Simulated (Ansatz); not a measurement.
# CH7NO3Ti: how energies converge with the basis set

The task here is to estimate one member of a computed series from the others.

Program: Ansatz 0.2.0, Gaussian basis. Level of theory: one geometry, several basis sets. These are calculated values, not measurements.

The runs, in order: PBE0-D4/def2-SVP; ωB97M-V/def2-SVP; PBE0-D4/def2-QZVPP; ωB97M-V/def2-QZVPP; the functionals' def2-TZVPP values are taken from earlier runs.

## The geometry

An earlier PBE0-D4 in a triple-zeta def2 set relaxation fixed the geometry.

SMILES `C[NH][Ti]([OH])([OH])[OH]`, 13 atoms, charge 0, spin multiplicity 1.

Atoms are counted from 1 here; the program's logs count them from 0.

Bond lengths: C1–N2 1.444 Å, C1–H7 1.097 Å, C1–H8 1.092 Å, C1–H9 1.096 Å, N2–Ti3 1.872 Å, N2–H10 1.012 Å, Ti3–O4 1.810 Å, Ti3–O5 1.808 Å, Ti3–O6 1.811 Å, O4–H11 0.957 Å, O5–H12 0.957 Å, O6–H13 0.957 Å. Angles: N2–C1–H7 112.2°, N2–C1–H8 109.8°, N2–C1–H9 112.0°, H7–C1–H8 107.6°, H7–C1–H9 107.9°, H8–C1–H9 107.2°, C1–N2–Ti3 128.6°, C1–N2–H10 112.9°, Ti3–N2–H10 118.3°, N2–Ti3–O4 110.7°, N2–Ti3–O5 106.9°, N2–Ti3–O6 107.4°, O4–Ti3–O5 108.8°, O4–Ti3–O6 108.3°, O5–Ti3–O6 114.8°, Ti3–O4–H11 130.4°, Ti3–O5–H12 131.0°, Ti3–O6–H13 131.1°.

Coordinates:

```xyz
13
CH7NO3Ti
C     1.2585   -1.5508    0.3360
N     0.7289   -0.5159   -0.5208
Ti   -0.4936    0.8373   -0.0977
O    -2.1929    0.2563   -0.3205
O    -0.1870    2.1993   -1.2470
O    -0.2580    1.2516    1.6496
H     1.0096   -2.5561   -0.0268
H     0.8408   -1.4495    1.3398
H     2.3488   -1.4867    0.4303
H     1.1615   -0.5028   -1.4359
H    -2.5248   -0.5900   -0.6195
H    -0.7802    2.6780   -1.8257
H    -0.8911    1.3946    2.3528
```

The first run:

The input, in.yaml:

```yaml
crystal:
  periodic: [false, false, false]
  atoms:
    - {symbol: C, position_ang: [1.258492, -1.550834, 0.335995]}
    - {symbol: N, position_ang: [0.728934, -0.515885, -0.520750]}
    - {symbol: Ti, position_ang: [-0.493627, 0.837304, -0.097745]}
    - {symbol: O, position_ang: [-2.192887, 0.256294, -0.320494]}
    - {symbol: O, position_ang: [-0.187032, 2.199276, -1.247011]}
    - {symbol: O, position_ang: [-0.258028, 1.251578, 1.649593]}
    - {symbol: H, position_ang: [1.009584, -2.556133, -0.026775]}
    - {symbol: H, position_ang: [0.840775, -1.449531, 1.339841]}
    - {symbol: H, position_ang: [2.348809, -1.486701, 0.430341]}
    - {symbol: H, position_ang: [1.161519, -0.502809, -1.435918]}
    - {symbol: H, position_ang: [-2.524801, -0.589990, -0.619454]}
    - {symbol: H, position_ang: [-0.780169, 2.678011, -1.825656]}
    - {symbol: H, position_ang: [-0.891070, 1.394620, 2.352834]}
basis:
  gaussian: {orbitals: def2-SVP}
hamiltonian: {xc: pbe0, dispersion: d4}
output: {orbitals: {seedname: orbitals}}
```

Run with:

```console
> ansatz run in.yaml --threads 4 --pin off --events-out ev --progress --plain --max-ram 11315MiB
```

Among the steps run: PBE0-D4 in def2-SVP; ωB97M-V in def2-SVP; PBE0-D4 in def2-QZVPP; ωB97M-V in def2-QZVPP.

One of the session's tables, all rows but one given; the rest of the session is left out.

It belongs to the step «Density functionals: the series». 

```
functional       basis  HOMO (eV)
   PBE0-D4    def2-SVP      -6.61
   PBE0-D4  def2-TZVPP      -6.86
   PBE0-D4  def2-QZVPP      -6.89
   ωB97M-V    def2-SVP      -8.92
   ωB97M-V  def2-TZVPP          ?
   ωB97M-V  def2-QZVPP      -9.21
```

Estimate the missing values for ωB97M-V, def2-TZVPP.

As computed: HOMO (eV): -9.18. In the column «HOMO (eV)» it lies between ωB97M-V, def2-QZVPP (-9.21) and ωB97M-V, def2-SVP (-8.92).
